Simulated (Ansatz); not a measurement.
**C₃H₃BrO: up Jacob's ladder to CCSD(T)**

An exercise on one series of results from a longer session: the logs are not shown, and one member is left open.

Method: functionals in def2-TZVPP, the program's frozen cores in correlated methods; program: Ansatz 0.2.0, Gaussian basis.

Levels to be run: LDA (SPW92), PBE-D4, revPBE-D4, BLYP-D4, r2SCAN-D4, B97M-V, PBE0-D4, B3LYP-D4, r2SCANh-D4, r2SCAN0-D4, HSE06-D4, BHLYP-D4, CAM-B3LYP-D4, LC-ωPBE, ωB97X-V, ωB97M-V, B2PLYP, PBE-QIDH; CCSD(T)/def2-SVP; CCSD(T)/def2-TZVPP; MP2/def2-QZVPP; extrapolation to the limit; RPA on PBE.

## The geometry

An earlier PBE0-D4 in a triple-zeta def2 set relaxation fixed the geometry.

SMILES `Br/C=C1\CO1`, 8 atoms, charge 0, spin multiplicity 1.

Atoms are counted from 1 here; the program's logs count them from 0.

Bond lengths: Br1–C2 1.877 Å, C2–C3 1.312 Å, C2–H6 1.080 Å, C3–C4 1.424 Å, C3–O5 1.345 Å, C4–O5 1.467 Å, C4–H7 1.086 Å, C4–H8 1.086 Å. Angles: Br1–C2–C3 121.0°, Br1–C2–H6 115.8°, C3–C2–H6 123.2°, C2–C3–C4 157.1°, C2–C3–O5 139.1°, C4–C3–O5 63.9°, C3–C4–O5 55.4°, C3–C4–H7 120.0°, C3–C4–H8 120.0°, O5–C4–H7 114.3°, O5–C4–H8 114.3°, H7–C4–H8 116.9°, C3–O5–C4 60.7°.

Set-up of the first run:

The input, in.yaml:

```yaml
crystal:
  periodic: [false, false, false]
  atoms:
    - {symbol: Br, position_ang: [-1.066637, 0.163621, 2.434397]}
    - {symbol: C, position_ang: [-0.043719, 0.892636, 1.039020]}
    - {symbol: C, position_ang: [0.156581, 0.224440, -0.072323]}
    - {symbol: C, position_ang: [0.054986, -0.864800, -0.984676]}
    - {symbol: O, position_ang: [0.791167, 0.375993, -1.248717]}
    - {symbol: H, position_ang: [0.357321, 1.879219, 1.216178]}
    - {symbol: H, position_ang: [0.684664, -1.739747, -0.856440]}
    - {symbol: H, position_ang: [-0.842164, -0.988562, -1.583238]}
basis:
  gaussian: {orbitals: def2-TZVPP}
hamiltonian: {xc: lda}
output: {orbitals: {seedname: orbitals}}
```

Run with:

```console
$ ansatz run in.yaml --threads 4 --pin off --events-out ev --progress --plain --max-ram 10444MiB
```

Steps of the session up to this table: LDA; PBE-D4 (GGA); revPBE-D4 (GGA); BLYP-D4 (GGA); r2SCAN-D4 (meta-GGA); B97M-V (meta-GGA); PBE0-D4 (hybrid); B3LYP-D4 (hybrid); r2SCANh-D4 (hybrid); r2SCAN0-D4 (hybrid); HSE06-D4 (hybrid); BHLYP-D4 (hybrid); CAM-B3LYP-D4 (range-separated); LC-ωPBE (range-separated); ωB97X-V (range-separated); ωB97M-V (range-separated); B2PLYP (double hybrid); PBE-QIDH (double hybrid).

One table of the session follows, with a row left open; its other results are not shown here.

It belongs to the step «Orbital energies across the functionals». 

| functional | HOMO (eV) | gap (eV) |
| --- | --- | --- |
| LDA (SPW92) | -5.80 | 4.62 |
| PBE-D4 | -5.62 | 4.66 |
| revPBE-D4 | -5.55 | 4.69 |
| BLYP-D4 | -5.47 | 4.61 |
| r2SCAN-D4 | -5.85 | 5.15 |
| B97M-V | -5.90 | 5.33 |
| PBE0-D4 | -6.83 | 6.93 |
| B3LYP-D4 | -6.60 | 6.42 |
| r2SCANh-D4 | -6.30 | 5.98 |
| r2SCAN0-D4 | -6.98 | 7.23 |
| HSE06-D4 | -6.43 | 6.14 |
| BHLYP-D4 | -7.90 | 9.10 |
| CAM-B3LYP-D4 | -8.13 | 9.37 |
| LC-ωPBE | ? | ? |
| ωB97X-V | -9.09 | 11.49 |
| ωB97M-V | -8.99 | 11.21 |

Estimate the missing values for LC-ωPBE.

As computed: HOMO (eV): -9.46; gap (eV): 11.99. In the column «HOMO (eV)» it is the lowest.
